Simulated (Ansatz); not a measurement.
# CsRb3: the cost of one run

Program: Ansatz 0.2.0. Level of theory: DFT LDA, scalar-relativistic, plane waves, PAW. These are calculated values, not measurements.

### 1 The system as given

Symmetry: I4/mmm, No. 139, tetragonal system. Conventional cell: a = 7.403 Å, b = 7.403 Å, c = 14.835 Å, α = 90.00°, β = 90.00°, γ = 90.00°.

As a file:

```
Cs Rb
1.0
    -3.70127    3.70127    7.41769
     3.70127   -3.70127    7.41769
     3.70127    3.70127   -7.41769
Cs Rb
1 3
Cartesian
  0.0000 0.0000 0.0000
  0.0000 3.7013 3.7088
  3.7013 0.0000 3.7088
  0.0000 0.0000 7.4177
```

The structure comes from the Materials Project (structure only).

### 2 Another functional, on a distorted cell: LDA

The change: strain xx, yy, zz, yz, xz, xy = +0.5, +0.5, +6.5, +0.0, +0.0, +0.0 %.

The input, input.yaml:

```yaml
crystal:
  lattice:
    - [-3.7207337142, 3.7207337142, 7.9017681298]
    - [3.7207337142, -3.7207337142, 7.9017681298]
    - [3.7207337142, 3.7207337142, -7.9017681298]
  atoms:
    - { symbol: Cs, position: [0.0, 0.0, 0.0] }
    - { symbol: Rb, position: [0.75, 0.25, 0.5] }
    - { symbol: Rb, position: [0.25, 0.75, 0.5] }
    - { symbol: Rb, position: [0.5, 0.5, 0.0] }
basis:
  ecutwfc: 420
kpoints:
  mp_grid: { grid: [8, 8, 8] }
hamiltonian:
  xc: lda
scf:
  occupations: { method: gaussian, width: 0.1 }
output:
  forces: true
  stress: true
  eigenvalues: true
```

Launch:

```bash
$ ansatz run input.yaml --threads 1 --pin off --max-ram 1331MiB --backend cpu --events-out ev --progress --plain --runs-dir out
```

What time and memory should one allow on 1 thread of an x86-64 CPU, shared host?

About 70 s, with a peak of 0.8 GiB.
